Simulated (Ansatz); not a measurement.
# AlSi16: the cost of one run

Program: Ansatz 0.2.0. Level of theory: DFT LDA, plane waves, PAW, scalar-relativistic, collinear spin. These are calculated values, not measurements.

## (1) The structure to begin with

The cell holds 17 atoms (AlSi16): a = 7.679 Å, b = 7.679 Å, c = 7.679 Å, α = 60.00°, β = 60.00°, γ = 60.00°.

As a file:

```cif
data_structure
_symmetry_space_group_name_H-M 'P 1'
_symmetry_Int_Tables_number 1
_cell_length_a 7.6792
_cell_length_b 7.6792
_cell_length_c 7.6792
_cell_angle_alpha 60.000
_cell_angle_beta 60.000
_cell_angle_gamma 60.000
_cell_volume 320.21
loop_
_atom_site_label
_atom_site_type_symbol
_atom_site_fract_x
_atom_site_fract_y
_atom_site_fract_z
_atom_site_occupancy
Si1 Si 0.00000 0.00000 0.00000 1
Si2 Si 0.12500 0.12500 0.12500 1
Si3 Si 0.00000 0.00000 0.50000 1
Si4 Si 0.12500 0.12500 0.62500 1
Si5 Si 0.00000 0.50000 0.00000 1
Si6 Si 0.12500 0.62500 0.12500 1
Si7 Si 0.00000 0.50000 0.50000 1
Si8 Si 0.12500 0.62500 0.62500 1
Si9 Si 0.50000 0.00000 0.00000 1
Si10 Si 0.62500 0.12500 0.12500 1
Si11 Si 0.50000 0.00000 0.50000 1
Si12 Si 0.62500 0.12500 0.62500 1
Si13 Si 0.50000 0.50000 0.00000 1
Si14 Si 0.62500 0.62500 0.12500 1
Si15 Si 0.50000 0.50000 0.50000 1
Si16 Si 0.62500 0.62500 0.62500 1
Al1 Al 0.74451 0.25283 0.75472 1
```

## (2) Preparing the start

input.yaml

```yaml
crystal:
  lattice:
    - [0.0, 5.43, 5.43]
    - [5.43, 0.0, 5.43]
    - [5.43, 5.43, 0.0]
  atoms:
    - { symbol: Si, position: [0.0, 0.0, 0.0] }
    - { symbol: Si, position: [0.125, 0.125, 0.125] }
    - { symbol: Si, position: [0.0, 0.0, 0.5] }
    - { symbol: Si, position: [0.125, 0.125, 0.625] }
    - { symbol: Si, position: [0.0, 0.5, 0.0] }
    - { symbol: Si, position: [0.125, 0.625, 0.125] }
    - { symbol: Si, position: [0.0, 0.5, 0.5] }
    - { symbol: Si, position: [0.125, 0.625, 0.625] }
    - { symbol: Si, position: [0.5, 0.0, 0.0] }
    - { symbol: Si, position: [0.625, 0.125, 0.125] }
    - { symbol: Si, position: [0.5, 0.0, 0.5] }
    - { symbol: Si, position: [0.625, 0.125, 0.625] }
    - { symbol: Si, position: [0.5, 0.5, 0.0] }
    - { symbol: Si, position: [0.625, 0.625, 0.125] }
    - { symbol: Si, position: [0.5, 0.5, 0.5] }
    - { symbol: Si, position: [0.625, 0.625, 0.625] }
    - { symbol: Al, position: [0.7445067, 0.252826, 0.7547209], spin: 1.0 }
magnetization:
  spin_polarized: true
basis:
  ecutwfc: 420.0
kpoints:
  mp_grid: { grid: [2, 2, 2] }
hamiltonian:
  xc: lda
  pseudopotentials: { kind: paw, azcp: { folder: soft_1 } }
scf:
  occupations: { method: fermi_dirac, width: 0.05 }
  lower_state_search: "off"
relax:
  f_tol: 0.08
  max_steps: 25
  adjacent_minimum: "off"
```

The run is started by

```sh
$ ansatz run input.yaml --threads 1 --pin off --max-ram 3072MiB --backend cpu --events-out ev --progress --plain --runs-dir out
```

**Question.** How long does this run take on 1 thread of AMD EPYC 9R45 (Zen 5), shared host, and how much memory does it need?

About 13 s, with a peak of 0.66 GiB.
